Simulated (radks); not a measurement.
# Ge⁴⁺ in [Ar] 3d8 4d2: an all-electron calculation

What are the levels of the germanium ion Ge4+, how large are its shells, and how does its energy divide?

Program: radks (a radial shooting solver on a logarithmic mesh, Libxc functionals) version 1. Level of theory: scalar-relativistic Kohn-Sham, LDA (Slater exchange, Perdew-Zunger correlation), spin-unpolarised, spherical densities, point nucleus. These are calculated values, not measurements, unless marked.

**1. Starting point**

- element: germanium (Z = 32)
- charge: +4
- electrons: 28
- configuration: [Ar] 3d8 4d2

Outer shells as boxes (Hund's rule):

Ge⁴⁺
```
[Ar] core
3d [↑↓][↑↓][↑↓][↑ ][↑ ]
4d [↑ ][↑ ][  ][  ][  ]
```

**2. The calculation**

Settings of this run:

```text
Z 32
configuration [Ar] 3d8 4d2
relativity scalar-relativistic
functional lda,pz
spin unpolarised
nucleus point
c 137.035999084
```

What does the calculation give?

**Answer**, as computed:

| quantity | value |
| --- | --- |
| total energy | -2087.38185 hartree |
| exchange-correlation share of it | 3.53 % |
| −T/E | 1.0179 |
| highest occupied level | 4d, -32.580 eV |
| most extended occupied level | 4d, <r> = 2.31 bohr |
| radius at density 0.001 e/bohr³ | 3.81 bohr |
| maxima of the radial density | 3 |

4 principal shells are occupied and 3 maxima appear in the radial density; where shells overlap, one shows as a shoulder or not at all. Relativity lifts −T/E to 1.018. This is not the tabulated ground configuration, so its levels and sizes aren't those of the ground state, and no measured value stands beside it.
